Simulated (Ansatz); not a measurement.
# SnBi3O: the cost of one run

Method: DFT PBE, scalar-relativistic, plane waves, PAW, in Ansatz 0.2.0.

1 further run of the same task is left out (it didn't finish).

## (1) Starting point

It takes space group P-62m (No. 189, hexagonal). Conventional cell: a = 5.075 Å, b = 5.075 Å, c = 5.708 Å, α = 90.00°, β = 90.00°, γ = 120.00°. Sn (site symmetry -62m) is surrounded by 6 Bi at 2.35 to 2.72 Å and 2 O at 2.85 Å. Bi (site symmetry m2m) is surrounded by 1 Sn at 2.35 Å and 4 Bi at 2.56 Å. O (site symmetry -62m) is surrounded by 2 Sn at 2.85 Å.

As a file:

```cif
data_structure
_symmetry_space_group_name_H-M 'P 1'
_symmetry_Int_Tables_number 1
_cell_length_a 5.0747
_cell_length_b 5.0747
_cell_length_c 5.7083
_cell_angle_alpha 90.000
_cell_angle_beta 90.000
_cell_angle_gamma 120.000
_cell_volume 127.31
loop_
_atom_site_label
_atom_site_type_symbol
_atom_site_fract_x
_atom_site_fract_y
_atom_site_fract_z
_atom_site_occupancy
Sn1 Sn 0.00000 0.00000 0.50000 1
Bi1 Bi 0.46401 0.00000 0.50000 1
Bi2 Bi 0.00000 0.46401 0.50000 1
Bi3 Bi 0.53599 0.53599 0.50000 1
O1 O 0.00000 0.00000 0.00000 1
```

Recipe of the guess: random cell by space group and Wyckoff sites (P-62m, No. 189). The dimensions are guesses.

## (2) Probe: one point on a coarse mesh

The input, input.yaml:

```yaml
crystal:
  lattice:
    - [5.07473797, 0.0, 0.0]
    - [-2.53736899, 4.394852, 0.0]
    - [0.0, 0.0, 5.70828822]
  atoms:
    - { symbol: Sn, position: [0.0, 0.0, 0.5] }
    - { symbol: Bi, position: [0.46400677, 0.0, 0.5] }
    - { symbol: Bi, position: [0.0, 0.46400677, 0.5] }
    - { symbol: Bi, position: [0.53599323, 0.53599323, 0.5] }
    - { symbol: O, position: [0.0, 0.0, 0.0] }
basis:
  ecutwfc: 420
kpoints:
  mp_grid: { grid: [6, 6, 4] }
hamiltonian:
  xc: pbe
scf:
  occupations: { method: gaussian, width: 0.1 }
  lower_state_search: "off"
output:
  forces: true
  stress: true
  eigenvalues: true
```

On the command line:

```
ansatz run input.yaml --threads 1 --pin off --max-ram 2560MiB --backend cpu --events-out ev --progress --plain --runs-dir out
```

Q: Estimate wall time and peak memory on 1 thread of Arm Neoverse V2, shared host.

About 11 s, with a peak of 0.37 GiB.
